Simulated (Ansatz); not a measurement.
**LiTlTe2: how the settings move a single-point run**

Aim: see which settings change the result for LiTlTe2, by how much, and at what cost. The cell is built on a prototype (ordering on zincblende) and needn't be the phase found in nature.

Computed with Ansatz 0.2.0 (reference: DFT, PBEsol, plane waves, PAW, unless a step's input says otherwise).

### Step 1. The system as given

The structure is tetragonal, space group P-4m2 (No. 115). Conventional cell: a = 4.598 Å, b = 4.598 Å, c = 6.473 Å, α = 90.00°, β = 90.00°, γ = 90.00°. Li (site symmetry -4m2) is surrounded by 4 Te at 2.74 Å. Te (site symmetry 2mm) is surrounded by 2 Li at 2.74 Å and 2 Tl at 2.88 Å. Around Tl (site symmetry -4m2) lie 4 Te at 2.88 Å.

Coordinates:

```
CELL_PARAMETERS angstrom
4.59800 0.00000 0.00000
0.00000 4.59800 0.00000
0.00000 0.00000 6.47346
ATOMIC_POSITIONS crystal
Li 0.00000 0.00000 0.00000
Te 0.00000 0.50000 0.23092
Tl 0.50000 0.50000 0.50000
Te 0.50000 0.00000 0.76908
```

### Step 2. Reference

The input, input.yaml:

```yaml
crystal:
  lattice:
    - [4.5980007822, 0.0, 0.0]
    - [0.0, 4.5980007822, 0.0]
    - [0.0, 0.0, 6.4734597936]
  atoms:
    - { symbol: Li, position: [0.0, 0.0, 0.0] }
    - { symbol: Te, position: [0.0, 0.5, 0.2309160927] }
    - { symbol: Tl, position: [0.5, 0.5, 0.5] }
    - { symbol: Te, position: [0.5, 0.0, 0.7690839073] }
kpoints:
  mp_grid: { grid: [4, 4, 4] }
hamiltonian:
  xc: pbesol
scf:
  occupations: { method: fixed }
  n_extra_bands: 5
output:
  forces: true
  stress: true
  eigenvalues: true
```

Started as:

```bash
ansatz run input.yaml --threads 4 --pin off --max-ram 3686MiB --backend cpu --events-out ev --progress --plain --runs-dir out
```

### Step 3. Changed: ecutwfc 200

Changes to input.yaml since step 2:

```diff
@@ -21 +21,3 @@
   eigenvalues: true
+basis:
+  ecutwfc: 200
```

### Step 4. The same system, input altered

Changes to input.yaml since step 2:

```diff
@@ -17,2 +17,3 @@
   n_extra_bands: 5
+  max_iter: 51
 output:
@@ -21 +22,4 @@
   eigenvalues: true
+magnetization:
+  spin_polarized: true
+  initial_magnetization: 2.0
```

(Steps that only read results are left out.)

**Question.** What will these runs give? Wanted: for each run, ending; energy change; pressure; gap; force.

As calculated:

```tsv
run	ending	energy change	pressure (GPa)	gap (eV)	force (eV/Å)	cycles	time
reference	converged	0	-0.7	0.10	0.00	6	3.2 s
1: ecutwfc 200	converged	+5.01 eV/atom	-1.0	0.00	0.28	8	1.6 s
2: spin_polarized true, initial_magnetization 2.0	refused	-	-	-	-	-	0.18 s
```

Residual by cycle in the longest SCF loop of each run; runs are numbered as in the table. The quantity is the density residual dr2, in eV.

```tsv
cycle	reference	run 1
1	0.0067	1.73
2	0.00167	0.214
3	1.4e-4	0.00849
4	3.6e-5	7.8e-5
5	2.5e-6	7.3e-6
6	8.0e-8	1.1e-6
7	-	1.5e-7
8	-	8.4e-9
```

What this shows: «ecutwfc 200» moves the energy by +5.01 eV/atom. Run 1 ran under the cutoff that the potentials recommend, as the log warns, so basis error is mixed into its values, and swamps them where the cutoff is far short. The gap of the reference lacks spin-orbit coupling, though the cell holds Te and Tl. 1 of the 2 altered inputs did not end normally.
